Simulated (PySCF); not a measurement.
# A diatomic session: LiZn

An exercise on one series of results from a longer session: the logs are not shown, and one member is left open.

Method: Li def2-SVPD, Zn def2-SVPD, no relativity; program: PySCF 2.14.0.

Set-up of the first run:

The job is set up so:

```json
{"atoms": "Li, Zn", "charge": "0", "basis": "Li def2-SVPD, Zn def2-SVPD", "Hamiltonian": "no relativity", "basis functions": "46", "electrons treated": "33", "masses in u": "7.0160, 63.9291", "levels": "PBE0, PBE, r²SCAN, B3LYP, TPSS, revPBE, CAM-B3LYP, HF, MP2, SCS-MP2, CCSD, CCSD(T)", "grid": "80 radial by 434 angular points", "occupations": "held fixed by the projection of orbital angular momentum", "dissociation limit": "Li + Zn, each in its ground configuration", "starting distance in angstrom": "2.475", "values of 2S to try": "1, 3"}
```

Started as:

```sh
$ OMP_NUM_THREADS=1 python dia.py task.json out
```

Steps of the session up to this table: Set-up; First curve: PBE0; Higher solutions at PBE0; PBE (GGA); r²SCAN (meta-GGA); B3LYP (global hybrid GGA); TPSS (meta-GGA); revPBE; CAM-B3LYP (range-separated hybrid); ROHF (mean field); MP2 and coupled cluster.

One table of the session follows, with a row left open; its other results are not shown here.

```
       level  Re (Å)  ωe (cm⁻¹)  De (eV)
    ROHF-MP2   3.164      104.5    0.078
ROHF-SCS-MP2   3.252       88.8    0.053
   ROHF-CCSD   3.173      104.5    0.073
ROHF-CCSD(T)       ?          ?        ?
         PBE   2.824      203.7    0.316
      revPBE   2.864      195.0    0.271
        TPSS   2.813      213.3    0.352
      r²SCAN   2.821      211.8    0.360
       B3LYP   2.870      185.5    0.211
        PBE0   2.885      188.0    0.250
   CAM-B3LYP   2.880      176.6    0.174
```

Q: Estimate the row for ROHF-CCSD(T) from the others.

The run gave: Re (Å): 3.137; ωe (cm⁻¹): 111.1; De (eV): 0.083. In the column «Re (Å)» it lies between PBE0 (2.885) and ROHF-MP2 (3.164).

De is counted to Li + Zn in their ground configurations. No constants: ROHF (no minimum is bracketed among the points kept).

Limits of these values: The bond is weak, and basis-set superposition, which was not computed, may be a sizeable part of it.
